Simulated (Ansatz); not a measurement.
Predict the output of the script below (Ansatz 0.2.0 through its Python package).

`deck_cs2inaucl6.py`:
```python
import warnings

import ansatz as az

warnings.simplefilter('ignore', az.DeckWarning)

inputs = {
    'crystal': {
        'lattice': [
            [0.0, 5.325012, 5.325012],
            [5.325012, 0.0, 5.325012],
            [5.325012, 5.325012, 0.0],
        ],
        'atoms': [
            {'symbol': 'Cs', 'position': [0.75, 0.75, 0.75]},
            {'symbol': 'Cs', 'position': [0.25, 0.25, 0.25]},
            {'symbol': 'In', 'position': [0.0, 0.0, 0.0]},
            {'symbol': 'Au', 'position': [0.5, 0.5, 0.5]},
            {'symbol': 'Cl', 'position': [0.757289, 0.242711, 0.242711]},
            {'symbol': 'Cl', 'position': [0.242711, 0.242711, 0.757289]},
            {'symbol': 'Cl', 'position': [0.242711, 0.757289, 0.757289]},
            {'symbol': 'Cl', 'position': [0.242711, 0.757289, 0.242711]},
            {'symbol': 'Cl', 'position': [0.757289, 0.242711, 0.757289]},
            {'symbol': 'Cl', 'position': [0.757289, 0.757289, 0.242711]},
        ],
    },
    'kpoints': {'mp_grid': {'grid': [4, 4, 4]}},
    'hamiltonian': {'xc': 'r2scan'},
    'scf': {'occupations': {'method': 'gaussian', 'width': 0.1}},
    'basis': {'ecutwfc': '37 Ry'},
    'output': {'stress': True, 'eigenvalues': True},
}

res = az.Session.from_dict(inputs).plan().execute()
report = res.report

energy = report['free_energy_ev']
print('Cs2InAuCl6: {:.6f} eV = {:.6f} Ry = {:.6f} Ha'.format(energy, energy / 13.605693, energy / 27.211386))
print('Fermi level {:.4f} eV, {} k-points, {} symmetry operations'.format(report['fermi_energy_ev'], report['n_kpoints'], report['n_symmetry_ops']))

print('band  energy (eV)  occupation, at k =', report['kpoints_frac'][0])
for band, (e, occ) in enumerate(zip(report['eigenvalues_ev'][0], report['occupations'][0]), start=1):
    print(f'{band:4d} {e:12.4f} {occ:9.4f}')
```

```console
$ python deck_cs2inaucl6.py
Cs2InAuCl6: -36663.570426 eV = -2694.722748 Ry = -1347.361374 Ha
Fermi level 4.1545 eV, 8 k-points, 48 symmetry operations
band  energy (eV)  occupation, at k = [0.0, 0.0, 0.0]
   1    -101.1642    2.0000
   2     -52.1243    2.0000
   3     -52.1243    2.0000
   4     -52.1243    2.0000
   5     -16.7312    2.0000
   6     -16.7156    2.0000
   7     -11.4906    2.0000
   8     -11.4906    2.0000
   9     -11.3369    2.0000
  10     -10.8650    2.0000
  11     -10.8650    2.0000
  12     -10.8650    2.0000
  13     -10.6076    2.0000
  14     -10.6076    2.0000
  15     -10.6076    2.0000
  16      -9.8629    2.0000
  17      -9.8629    2.0000
  18      -3.3517    2.0000
  19      -3.3517    2.0000
  20      -3.3517    2.0000
  21      -3.2387    2.0000
  22      -3.2387    2.0000
  23      -3.2387    2.0000
  24      -2.4593    2.0000
  25      -0.0021    2.0000
  26      -0.0021    2.0000
  27      -0.0021    2.0000
  28       0.4174    2.0000
  29       0.4174    2.0000
  30       0.8983    2.0000
  31       0.8983    2.0000
  32       0.8983    2.0000
  33       1.9038    2.0000
  34       1.9038    2.0000
  35       1.9038    2.0000
  36       2.1476    2.0000
  37       2.1476    2.0000
  38       2.1476    2.0000
  39       2.4760    2.0000
  40       2.4760    2.0000
  41       2.4760    2.0000
  42       2.5144    2.0000
  43       2.5144    2.0000
  44       2.5144    2.0000
  45       4.0548    1.8416
  46       4.0548    1.8416
  47       4.0808    1.7023
  48       9.2067    0.0000
  49       9.2067    0.0000
  50       9.2067    0.0000
  51       9.2479    0.0000
  52       9.5828    0.0000
  53       9.5828    0.0000
  54      10.0381    0.0000
```

Total energies depend on the potentials; only differences at equal settings carry meaning. A total without «per atom» is that of the cell as typed. The computed bands are complete only to about 5.9 eV above the Fermi level. The zero of the levels is a convention of the potentials, so an absolute Fermi energy is no work function. This cell is a computed structure, which may not be the phase found in nature. Gaps and levels are Kohn-Sham values on a finite set of k-points, without spin-orbit coupling. Timing: 25 s on 1 thread of Arm Neoverse V1 (shared host), peak memory 1.6 GiB.

(Lines on the test bed's own set-up are left out of the output.)
